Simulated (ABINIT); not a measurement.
Runs of ABINIT 10.8.3 (patched build) on Ba2Tl5V3O12. Symmetry: P-3m1, No. 164, trigonal system. Conventional cell: a = 8.154 Å, b = 8.154 Å, c = 6.921 Å, α = 90.00°, β = 90.00°, γ = 120.00°. Ba (site symmetry 3m) is surrounded by 6 O at 2.80 Å. Around V (site symmetry 2/m) lie 4 O at 1.82 Å. Tl (site symmetry 2/m) is surrounded by 4 O at 2.53 Å. Around Tl (site symmetry 3m) lie 6 O at 2.73 Å and 3 V at 2.82 Å and 3 Tl at 3.03 Å. O (site symmetry 1) is surrounded by 1 V at 1.82 Å. The cell was built by a generator and needn't be a form met in nature.

| level | potentials or basis | spin | U | cutoff (eV) | fine-grid cutoff | double counting (usepawu) | gap on the mesh (eV) | pressure (GPa) | moment (μB) | largest force (eV/Å) |
| --- | --- | --- | --- | --- | --- | --- | --- | --- | --- | --- |
| PBE | Ansatz PAW PBE generated set soft_1, frozen core | collinear, ferromagnetic start | - | 435 | 870.764 eV | - | none | -0.3 | 0.00 | 0.03 |
| PBE | Ansatz PAW PBE generated set soft_1, frozen core | off | - | 435 | 870.764 eV | - | none | -0.3 | - | 0.03 |
| PBE | JTH PAW PBE v2.0 | collinear, ferromagnetic start | - | 626 | 1224.51 eV | - | none | (c) | 0.00 | 0.11 |
| PBE+U | Ansatz PAW PBE generated set soft_1, frozen core | collinear, ferromagnetic start | V d U = 3 eV | 435 | 870.764 eV | 1 | none | 0.5 | 0.00 | 0.21 |
| RPBE | Ansatz PAW PBE generated set soft_1, frozen core | collinear, ferromagnetic start | - | 490 | 979.61 eV | - | none | 2.7 | 0.00 | (b) |
| LDA | Ansatz PAW PBE generated set soft_1, frozen core | collinear, ferromagnetic start | - | 490 | 979.61 eV | - | none | (a) | 0.00 | 0.47 |

Alike in all rows: task single point; cell as given; k mesh 2 × 2 × 2; smearing fermi-dirac 0.05 eV; the mesh is coarse, so values aren't converged.

Problem. Fill in the values left out.

Solution. (a) -7.2; (b) 0.14; (c) 0.3.

Caveats: all runs use coarse meshes; the atomic spheres overlap; semilocal functionals often make such compounds metallic where correlation or magnetic order opens a gap, which also shifts bond lengths (some runs); the PAW data sets were made with another functional, which shifts forces and pressure a little (some runs); this set's barium file shifts pressures by 1.5 GPa and gaps by 0.1 eV against other sets (some runs).

A k mesh can miss the band edges, and the runs leave out spin-orbit coupling on Ba, Tl.

A gap of «none» marks a metal or a gap under the smearing width.
